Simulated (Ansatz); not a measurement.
# H4InNS: the cost of one run

Program: Ansatz 0.2.0. Level of theory: RKS PBE-D4/def2-SVP. These are calculated values, not measurements.

### 1 The starting structure

Bond lengths: N1–In2 2.055 Å, In2–S3 2.403 Å, N1–H4 1.016 Å, N1–H5 1.014 Å, In2–H6 1.727 Å, S3–H7 1.328 Å. Angles: N1–In2–S3 109.5°, N1–In2–H6 124.6°, S3–In2–H6 125.6°, In2–N1–H4 111.7°, In2–N1–H5 114.8°, H4–N1–H5 106.4°, In2–S3–H7 87.3°.

Coordinates:

```xyz
7

N     0.9977   -0.4040   -0.7775
In   -0.6490    0.6397   -0.1290
S    -1.0789    0.1090    2.1747
H     0.8845   -1.4048   -0.6429
H     1.2273   -0.2709   -1.7563
H    -1.4786    1.8383   -1.0554
H     0.0969   -0.5073    2.1863
```

### 2 End point A

File input.yaml:

```yaml
crystal:
  periodic: [false, false, false]
  atoms:
    - { symbol: "N", position_ang: [0.99766, -0.40404, -0.7775] }
    - { symbol: In, position_ang: [-0.64901, 0.63974, -0.12902] }
    - { symbol: S, position_ang: [-1.0789, 0.10902, 2.17472] }
    - { symbol: H, position_ang: [0.88454, -1.40477, -0.64288] }
    - { symbol: H, position_ang: [1.22735, -0.27088, -1.75625] }
    - { symbol: H, position_ang: [-1.47857, 1.83828, -1.05536] }
    - { symbol: H, position_ang: [0.09693, -0.50735, 2.1863] }
basis:
  gaussian: { orbitals: def2-SVP }
hamiltonian:
  xc: pbe
  dispersion: d4
relax:
  f_tol: 0.015
  max_steps: 40
```

Command:

```sh
> ansatz run input.yaml --threads 1 --pin off --max-ram 2048MiB --backend cpu --events-out ev --progress --plain --runs-dir out
```

Q: Estimate wall time and peak memory on 1 thread of Intel Xeon Platinum 8488C (Sapphire Rapids), shared host.

About 12 s, with a peak of 0.14 GiB.
